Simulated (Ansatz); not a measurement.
# Ti: how the settings move a single-point run

Question: which choices in the input matter for Ti?

Program: Ansatz 0.2.0. Level of theory: reference: DFT, LDA, all-electron PAW with datasets made for the crystal, scalar-relativistic. These are calculated values, not measurements.

1 further run of the same task is left out (for a known fault of the program).

## 1. The structure to begin with

The structure is hexagonal, space group P6_3/mmc (No. 194). The conventional cell has a = 2.886 Å, b = 2.886 Å, c = 4.562 Å, α = 90.00°, β = 90.00°, γ = 120.00°. Ti (site symmetry -6m2) is surrounded by 12 Ti at 2.82 to 2.89 Å.

As a file:

```cif
data_structure
_symmetry_space_group_name_H-M 'P 1'
_symmetry_Int_Tables_number 1
_cell_length_a 2.8860
_cell_length_b 2.8860
_cell_length_c 4.5622
_cell_angle_alpha 90.000
_cell_angle_beta 90.000
_cell_angle_gamma 120.000
_cell_volume 32.91
loop_
_atom_site_label
_atom_site_type_symbol
_atom_site_fract_x
_atom_site_fract_y
_atom_site_fract_z
_atom_site_occupancy
Ti1 Ti 0.33333 0.66667 0.25000 1
Ti2 Ti 0.66667 0.33333 0.75000 1
```

## 2. Baseline

input.yaml reads:

```yaml
crystal:
  lattice:
    - [2.8859641405, 0.0, 0.0]
    - [-1.4429820702, 2.4993182601, 0.0]
    - [0.0, 0.0, 4.5621823725]
  atoms:
    - { symbol: Ti, position: [0.3333333333, 0.6666666667, 0.25] }
    - { symbol: Ti, position: [0.6666666667, 0.3333333333, 0.75] }
kpoints:
  mp_grid: { grid: [13, 13, 7] }
scf:
  occupations: { method: fermi_dirac, width: 0.05 }
hamiltonian:
  xc: lda
  pseudopotentials: { kind: all_electron, datasets: crystal }
output:
  forces: true
  stress: true
  eigenvalues: true
  efg: { contact_densities: true }
```

Run with:

```sh
$ ansatz run input.yaml --threads 1 --pin off --max-ram 2048MiB --backend cpu --events-out ev --progress --plain --runs-dir out
```

## 3. Variant: preconditioner ldos

input.yaml, as its differences from that of step 2:

```diff
@@ -12,2 +12,3 @@
   occupations: { method: fermi_dirac, width: 0.05 }
+  mixing: { preconditioner: ldos }
 hamiltonian:
```

Q: Predict the outcome of this session. Wanted: for each run, ending; energy change; pressure; gap; force.

**Answer**, as computed:

| run | ending | energy change | pressure (GPa) | gap (eV) | force (eV/Å) | cycles | time |
| --- | --- | --- | --- | --- | --- | --- | --- |
| reference | converged | 0 | -2.6 | 0.00 | 0.00 | 6 | 6.1 s |
| 1: preconditioner ldos | converged | 0.0 meV/atom | -2.6 | 0.00 | 0.00 | 7 | 6 s |

Residual by cycle in the longest SCF loop of each run; runs are numbered as in the table. The quantity is the density residual dr2, in eV.

| cycle | reference | run 1 |
| --- | --- | --- |
| 1 | 1.27 | 1.27 |
| 2 | 0.16 | 0.277 |
| 3 | 0.0016 | 0.00421 |
| 4 | 2.0e-4 | 1.5e-4 |
| 5 | 1.5e-6 | 7.8e-6 |
| 6 | 3.2e-8 | 4.6e-7 |
| 7 | - | 7.3e-9 |

**Reading.** Same state: the changed mixing leaves the energy within 0.5 meV/atom. Cost: 7 SCF cycles against 6.
